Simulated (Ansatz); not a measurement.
**C₅H₁₀BN: a ladder of functionals and wavefunction methods**

One table from this session's results is given with a row withheld; the runs are named, their logs left out.

Program: Ansatz 0.2.0, Gaussian basis. Level of theory: functionals in def2-TZVPP, the program's frozen cores in correlated methods. These are calculated values, not measurements.

The runs, in order: LDA (SPW92), PBE-D4, revPBE-D4, BLYP-D4, r2SCAN-D4, B97M-V, PBE0-D4, B3LYP-D4, r2SCANh-D4, r2SCAN0-D4, HSE06-D4, BHLYP-D4, CAM-B3LYP-D4, LC-ωPBE, ωB97X-V, ωB97M-V, B2PLYP, PBE-QIDH; CCSD(T)/def2-SVP; MP2/def2-TZVPP; RPA on PBE.

1 further run of the same task is left out (it didn't finish).

### The geometry

An earlier PBE0-D4 in a triple-zeta def2 set relaxation fixed the geometry.

17 atoms, charge 0, spin multiplicity 1.

Atoms are counted from 1 here; the program's logs count them from 0.

Bond lengths: B1–N2 1.399 Å, B1–H8 1.195 Å, B1–H9 1.195 Å, N2–C3 1.398 Å, N2–C5 1.457 Å, C3–C4 1.329 Å, C3–H10 1.084 Å, C4–H11 1.081 Å, C4–H12 1.081 Å, C5–C6 1.498 Å, C5–H13 1.092 Å, C5–H14 1.095 Å, C6–C7 1.324 Å, C6–H15 1.088 Å, C7–H16 1.086 Å, C7–H17 1.083 Å. Angles: N2–B1–H8 118.9°, N2–B1–H9 118.7°, H8–B1–H9 122.4°, B1–N2–C3 121.0°, B1–N2–C5 121.5°, C3–N2–C5 117.5°, N2–C3–C4 127.1°, N2–C3–H10 112.5°, C4–C3–H10 120.5°, C3–C4–H11 123.4°, C3–C4–H12 119.0°, H11–C4–H12 117.5°, N2–C5–C6 113.7°, N2–C5–H13 106.5°, N2–C5–H14 109.7°, C6–C5–H13 108.9°, C6–C5–H14 110.3°, H13–C5–H14 107.4° and more.

Set-up of the first run:

Input file in.yaml:

```yaml
crystal:
  periodic: [false, false, false]
  atoms:
    - {symbol: B, position_ang: [-0.981895, 2.206945, 0.003304]}
    - {symbol: N, position_ang: [-0.640309, 0.869038, -0.221899]}
    - {symbol: C, position_ang: [-0.519221, 0.366803, -1.520580]}
    - {symbol: C, position_ang: [-0.209305, -0.877177, -1.872694]}
    - {symbol: C, position_ang: [-0.404173, -0.053078, 0.881211]}
    - {symbol: C, position_ang: [1.039844, -0.398443, 1.077378]}
    - {symbol: C, position_ang: [1.487988, -1.610993, 1.361906]}
    - {symbol: H, position_ang: [-1.092353, 2.593146, 1.128995]}
    - {symbol: H, position_ang: [-1.153356, 2.921631, -0.939057]}
    - {symbol: H, position_ang: [-0.719994, 1.118186, -2.275987]}
    - {symbol: H, position_ang: [0.024418, -1.656409, -1.161266]}
    - {symbol: H, position_ang: [-0.167661, -1.130611, -2.923163]}
    - {symbol: H, position_ang: [-0.776734, 0.438693, 1.782715]}
    - {symbol: H, position_ang: [-0.995692, -0.963220, 0.735448]}
    - {symbol: H, position_ang: [1.732863, 0.437565, 1.013175]}
    - {symbol: H, position_ang: [0.817847, -2.463647, 1.423873]}
    - {symbol: H, position_ang: [2.538832, -1.798730, 1.546543]}
basis:
  gaussian: {orbitals: def2-TZVPP}
hamiltonian: {xc: lda}
output: {orbitals: {seedname: orbitals}}
```

The run is started by

```console
> ansatz run in.yaml --threads 4 --pin off --events-out ev --progress --plain --max-ram 11315MiB
```

Among the steps run: LDA; PBE-D4 (GGA); revPBE-D4 (GGA); BLYP-D4 (GGA); r2SCAN-D4 (meta-GGA); B97M-V (meta-GGA); PBE0-D4 (hybrid); B3LYP-D4 (hybrid); r2SCANh-D4 (hybrid); r2SCAN0-D4 (hybrid); HSE06-D4 (hybrid); BHLYP-D4 (hybrid); CAM-B3LYP-D4 (range-separated); LC-ωPBE (range-separated); ωB97X-V (range-separated); ωB97M-V (range-separated); B2PLYP (double hybrid); PBE-QIDH (double hybrid).

One of the session's tables, all rows but one given; the rest of the session is left out.

It belongs to the step «Orbital energies across the functionals». 

| functional | HOMO (eV) | gap (eV) |
| --- | --- | --- |
| LDA (SPW92) | -5.96 | 4.13 |
| PBE-D4 | -5.75 | 4.18 |
| revPBE-D4 | -5.67 | 4.20 |
| BLYP-D4 | -5.57 | 4.15 |
| r2SCAN-D4 | -5.89 | 4.61 |
| B97M-V | -5.92 | 4.60 |
| PBE0-D4 | ? | ? |
| B3LYP-D4 | -6.55 | 5.71 |
| r2SCANh-D4 | -6.28 | 5.34 |
| r2SCAN0-D4 | -6.87 | 6.42 |
| HSE06-D4 | -6.37 | 5.37 |
| BHLYP-D4 | -7.64 | 8.00 |
| CAM-B3LYP-D4 | -8.03 | 8.45 |
| LC-ωPBE | -9.36 | 10.94 |
| ωB97X-V | -8.99 | 10.46 |
| ωB97M-V | -8.94 | 10.16 |

**Question.** Estimate the row for PBE0-D4.

As computed: HOMO (eV): -6.76; gap (eV): 6.14. In the column «HOMO (eV)» it lies between r2SCAN0-D4 (-6.87) and B3LYP-D4 (-6.55).
